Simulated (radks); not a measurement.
# Bi²⁺ in [Hg] 7p1: an all-electron calculation

Aim: the levels, the sizes of the orbitals and the parts of the energy of the bismuth ion Bi2+.

The numbers are computed with radks (a radial shooting solver on a logarithmic mesh, Libxc functionals) version 1 (Dirac Kohn-Sham, PBE, spin-unpolarised, spherical densities, finite nucleus; open shells are shared between the two j in proportion to 2j + 1), except any that are marked as measured or tabulated.

### 1 The atom as given

```
element            : bismuth (Z = 83)
charge             : +2
electrons          : 81
configuration      : [Hg] 7p1
nuclear rms radius : 5.5211 fm
```

The outer shells:

Bi²⁺
```
[Hg] core
7p [↑ ][  ][  ]
```

### 2 Self-consistent calculation

Input:

```text
Z 83
configuration [Hg] 7p1
relativity Dirac
functional pbe,pbe
spin unpolarised
j_filling average
nucleus finite rms 5.5211 fm
c 137.035999084
```

The run is started by

```sh
> python run_ks.py task.json out
```

All runs below come from this command, one after another.

Q: Predict the outcome of this run.

As calculated:

```
                        quantity                   value
                    total energy     -21573.5420 hartree
exchange-correlation share of it                  1.84 %
                            −T/E                  1.1680
          highest occupied level        7p3/2, -9.014 eV
    most extended occupied level  7p3/2, <r> = 5.66 bohr
 radius at density 0.001 e/bohr³               3.65 bohr
    maxima of the radial density                       5
```

What this shows: 7 principal shells are occupied and 5 maxima appear in the radial density; where shells overlap, one shows as a shoulder or not at all. Relativity lifts −T/E to 1.168. This is not the tabulated ground configuration, so its levels and sizes aren't those of the ground state, and no measured value stands beside it.
